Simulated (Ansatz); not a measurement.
# H₈N₂OSSi₂: geometry optimisation

The task is to find a stationary geometry of H₈N₂OSSi₂.

Computed with Ansatz 0.2.0, Gaussian basis. Level: RKS PBE0-D4/def2-TZVP.

The runs, in order: relaxation at PBE0-D4/def2-TZVP.

1 further run of the same task is left out (set aside as unsound or not needed).

## Step 1: The system as given

14 atoms, charge 0, spin multiplicity 1.

Atoms are counted from 1 here; the program's logs count them from 0.

Bond lengths: N1–Si2 1.712 Å, N1–H7 1.006 Å, N1–H8 1.012 Å, Si2–S3 2.152 Å, Si2–H9 1.468 Å, Si2–H10 1.453 Å, S3–Si4 2.142 Å, Si4–N5 1.725 Å, Si4–O6 1.626 Å, Si4–H11 1.455 Å, N5–H12 1.008 Å, N5–H13 1.007 Å, O6–H14 0.953 Å. Angles: Si2–N1–H7 120.1°, Si2–N1–H8 118.0°, H7–N1–H8 111.4°, N1–Si2–S3 107.2°, N1–Si2–H9 116.4°, N1–Si2–H10 109.7°, S3–Si2–H9 106.6°, S3–Si2–H10 104.4°, H9–Si2–H10 111.7°, Si2–S3–Si4 103.0°, S3–Si4–N5 109.3°, S3–Si4–O6 113.1°, S3–Si4–H11 103.9°, N5–Si4–O6 101.2°, N5–Si4–H11 118.4°, O6–Si4–H11 111.4°, Si4–N5–H12 116.6°, Si4–N5–H13 116.7° and more.

The start is a GFN2-xTB geometry.

## Step 2: Relaxation at PBE0-D4/def2-TZVP

File in.yaml:

```yaml
crystal:
  periodic: [false, false, false]
  atoms:
    - {symbol: N, position_ang: [0.485170, 1.898880, 0.254010]}
    - {symbol: Si, position_ang: [1.797520, 0.811080, 0.099830]}
    - {symbol: S, position_ang: [1.199910, -1.042170, 1.016610]}
    - {symbol: Si, position_ang: [-0.687700, -1.450290, 0.090330]}
    - {symbol: N, position_ang: [-1.794480, -0.182140, 0.469250]}
    - {symbol: O, position_ang: [-0.637540, -1.350260, -1.531480]}
    - {symbol: H, position_ang: [0.544620, 2.820650, -0.144440]}
    - {symbol: H, position_ang: [-0.452090, 1.525200, 0.180200]}
    - {symbol: H, position_ang: [2.219640, 0.485230, -1.268260]}
    - {symbol: H, position_ang: [2.912650, 1.271460, 0.909750]}
    - {symbol: H, position_ang: [-1.006780, -2.800700, 0.529270]}
    - {symbol: H, position_ang: [-2.664770, -0.176270, -0.038970]}
    - {symbol: H, position_ang: [-1.964570, -0.007420, 1.446790]}
    - {symbol: H, position_ang: [0.048420, -1.803240, -2.012880]}
basis:
  gaussian: {orbitals: def2-TZVP}
hamiltonian: {xc: pbe0, dispersion: d4}
relax: {f_tol: 0.005, max_steps: 150}
```

Launch:

```
$ ansatz run in.yaml --threads 2 --pin off --events-out ev --progress --plain --max-ram 22528MiB --backend cuda --devices 0, --max-vram 18GiB
```

Q: Predict the results of all the runs planned. Wanted: point group; shift from the start; total energy; dispersion term; dipole moment.

**Answer**, as computed:

```
                  quantity           value
               point group              C1
                     steps              20
shift from the start (rms)         0.180 Å
              total energy  -31740.1997 eV
           dispersion term        -366 meV
             dipole moment          2.00 D
```

The relaxed geometry lies 0.18 Å (rms) from the start; the bond that changed most is Si4–H11, from 1.455 to 1.487 Å. No vibrations were run, so it is not proven to be a minimum. The largest Mulliken charge, -0.64 e, sits on N5.
